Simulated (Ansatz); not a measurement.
## NbRh, space group P4/mmm: Fermi-surface readings, step by step

Computed with Ansatz's Python interface.

Typed at the interpreter:
```pycon
>>> import warnings
>>> import ansatz as az
>>> SMEARING = "cold"
>>> XC = "pbesol"
>>> KSPACING = 0.26
>>> warnings.simplefilter("ignore", az.DeckWarning)
>>> lattice = az.Lattice.of(
...     [2.842, 0.0, 0.0],
...     [0.0, 2.842, 0.0],
...     [0.0, 0.0, 3.809],
... )
>>> sites = [
...     ("Nb", [0.0, 0.0, 0.0]),
...     ("Rh", [0.5, 0.5, 0.5]),
... ]
>>> nbrh = az.Crystal(lattice=lattice)
>>> for symbol, position in sites:
...     nbrh = nbrh.atom(symbol, position)
...
>>> len(nbrh.resolved().sites)
2
>>> base = (
...     nbrh.calculation()
...     .occupations(SMEARING)
...     .functional(XC)
...     .kpoints(spacing=KSPACING)
...     .eigenstates(nscf_kmesh=(12, 12, 8), level_slopes=True)
... )
>>> surface = base.run(threads=1, backend="cpu").fermi_surface().to_plain()

>>> for way, reading in surface.items():
...     if reading:
...         rho_lambda = [f"{v:.3e}" for v in reading["resistivity_times_mean_free_path_ohm_m2"]]
...         print(f"{way:24s} area {reading['spin_summed_area_per_ang2']:8.3f} 1/A^2  rho*lambda (ohm m^2) {rho_lambda}")
...
by_tetrahedra            area   51.835 1/A^2  rho*lambda (ohm m^2) ['5.963e-16', '5.963e-16', '5.771e-16']
by_slopes                area   53.959 1/A^2  rho*lambda (ohm m^2) ['5.587e-16', '5.587e-16', '5.830e-16']
on_every_second_point    area   48.803 1/A^2  rho*lambda (ohm m^2) ['6.475e-16', '6.475e-16', '5.881e-16']
```

Notes:
- The mesh is modest for a metal, so energies can be off by several to tens of meV an atom and pressures by half a GPa or more; differences at equal mesh fare better.
- The starting cell is as deposited in a crystallographic database; the results hold for this polymorph, which needn't be the stable one.
- The three readings differ by the mesh error.
- Finished in 2.7 s on 1 thread of Intel(R) Xeon(R) 6975P-C (Granite Rapids), with other jobs on the host, peak memory 0.39 GiB.

(Lines on the test bed's own set-up are left out of the output.)
